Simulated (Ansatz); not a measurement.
**CH₃AlBF: one species, many methods**

How much do the methods differ for CH₃AlBF? The plan is to run it at one geometry with functionals of several rungs and with coupled cluster. The yardstick is the atomisation energy at the CCSD(T) limit.

The runs use Ansatz 0.2.0, Gaussian basis; functionals in def2-TZVPP, the program's frozen cores in correlated methods.

Plan: LDA (SPW92), PBE-D4, revPBE-D4, BLYP-D4, r2SCAN-D4, B97M-V, PBE0-D4, B3LYP-D4, r2SCANh-D4, r2SCAN0-D4, HSE06-D4, BHLYP-D4, CAM-B3LYP-D4, LC-ωPBE, ωB97X-V, ωB97M-V, B2PLYP, PBE-QIDH; CCSD(T)/def2-SVP; CCSD(T)/def2-TZVPP; MP2/def2-QZVPP; extrapolation to the limit; RPA on PBE.

### Step 1. The geometry

The geometry comes from an earlier relaxation with PBE0-D4 in a triple-zeta def2 set; it is a stationary point, not always the lowest conformer.

SMILES `F[B]1[CH2][AlH]1`, 7 atoms, charge 0, spin multiplicity 1.

Atoms are counted from 1 here; the program's logs count them from 0.

Bond lengths: F1–B2 1.324 Å, B2–C3 1.478 Å, B2–Al4 1.978 Å, C3–Al4 2.096 Å, C3–H5 1.110 Å, C3–H6 1.090 Å, Al4–H7 1.586 Å. Angles: F1–B2–C3 131.5°, F1–B2–Al4 149.4°, C3–B2–Al4 73.1°, B2–C3–Al4 64.5°, B2–C3–H5 123.2°, B2–C3–H6 127.0°, Al4–C3–H5 69.1°, Al4–C3–H6 160.0°, H5–C3–H6 107.6°, B2–Al4–C3 42.4°, B2–Al4–H7 163.3°, C3–Al4–H7 121.5°.

### Step 2. LDA

This LDA is Slater exchange with PW92 correlation.

in.yaml reads:

```yaml
crystal:
  periodic: [false, false, false]
  atoms:
    - {symbol: F, position_ang: [-0.817965, -1.964801, 1.151545]}
    - {symbol: B, position_ang: [-0.363069, -1.031049, 0.329859]}
    - {symbol: C, position_ang: [0.500238, 0.144448, 0.566516]}
    - {symbol: Al, position_ang: [-0.687351, 0.231133, -1.158816]}
    - {symbol: H, position_ang: [1.023733, 0.687062, -0.247890]}
    - {symbol: H, position_ang: [0.960724, 0.441293, 1.508779]}
    - {symbol: H, position_ang: [-0.555111, 1.423915, -2.195492]}
basis:
  gaussian: {orbitals: def2-TZVPP}
hamiltonian: {xc: lda}
output: {orbitals: {seedname: orbitals}}
```

The run is started by

```bash
> ansatz run in.yaml --threads 2 --pin off --events-out ev --progress --plain --max-ram 4352MiB
```

The runs that follow: PBE-D4 (GGA); revPBE-D4 (GGA); BLYP-D4 (GGA); r2SCAN-D4 (meta-GGA); B97M-V (meta-GGA); B3LYP-D4 (hybrid); r2SCANh-D4 (hybrid); r2SCAN0-D4 (hybrid); HSE06-D4 (hybrid); BHLYP-D4 (hybrid); CAM-B3LYP-D4 (range-separated); LC-ωPBE (range-separated); ωB97X-V (range-separated); ωB97M-V (range-separated); B2PLYP (double hybrid); PBE-QIDH (double hybrid); CCSD(T) in def2-SVP; CCSD(T) in def2-TZVPP; MP2 in def2-QZVPP; RPA on PBE orbitals.

**Question.** What will the summary of the whole plan be? Wanted: atomisation energy, CCSD(T)/CBS; farthest beyond LDA; mean size of error, GGA; mean size of error, meta-GGA; mean size of error, hybrid; mean size of error, range-separated; mean size of error, double hybrid; gap, smallest and largest; T1 diagnostic.

**Answer**, as computed:

```
                               quantity                                                        value
        atomisation energy, CCSD(T)/CBS                                                2461.0 kJ/mol
 functionals within 12.3 kJ/mol (0.5 %)  revPBE-D4, BLYP-D4, B3LYP-D4, r2SCAN0-D4, ωB97X-V, PBE-QIDH
                    farthest beyond LDA                                        PBE-D4 (+81.2 kJ/mol)
                mean size of error, GGA                                                  32.7 kJ/mol
           mean size of error, meta-GGA                                                  49.5 kJ/mol
             mean size of error, hybrid                                                  27.3 kJ/mol
    mean size of error, range-separated                                                  14.3 kJ/mol
      mean size of error, double hybrid                                                   9.1 kJ/mol
              gap, smallest and largest                     3.06 eV (LDA (SPW92)), 9.38 eV (LC-ωPBE)
                          T1 diagnostic                                                       0.0144
triples share of the correlation energy                                                        4.0 %
```

In words: LDA overbinds by 399.5 kJ/mol (16 %). PBE-D4 misses by +81.2 kJ/mol. Double hybrids carry the basis error of their MP2 part in triple zeta, and no dispersion term here, so their miss is partly the set-up's. By mean error the best rung here is double hybrid (9.1 kJ/mol) and the worst beyond LDA is meta-GGA (49.5 kJ/mol). The gap between the best rungs is small, so their order is not settled. The reference freezes the cores and leaves out relativity and excitations past (T), so misses under about 12.3 kJ/mol can't be ranked. Hartree-Fock recovers 74 % of the binding; the rest is correlation. CCSD(T) in def2-SVP is off by -111.8 kJ/mol, so the small basis spoils what the method gains. The gap grows from 3.1 to 9.4 eV across the functionals, mostly with the share of exact exchange.
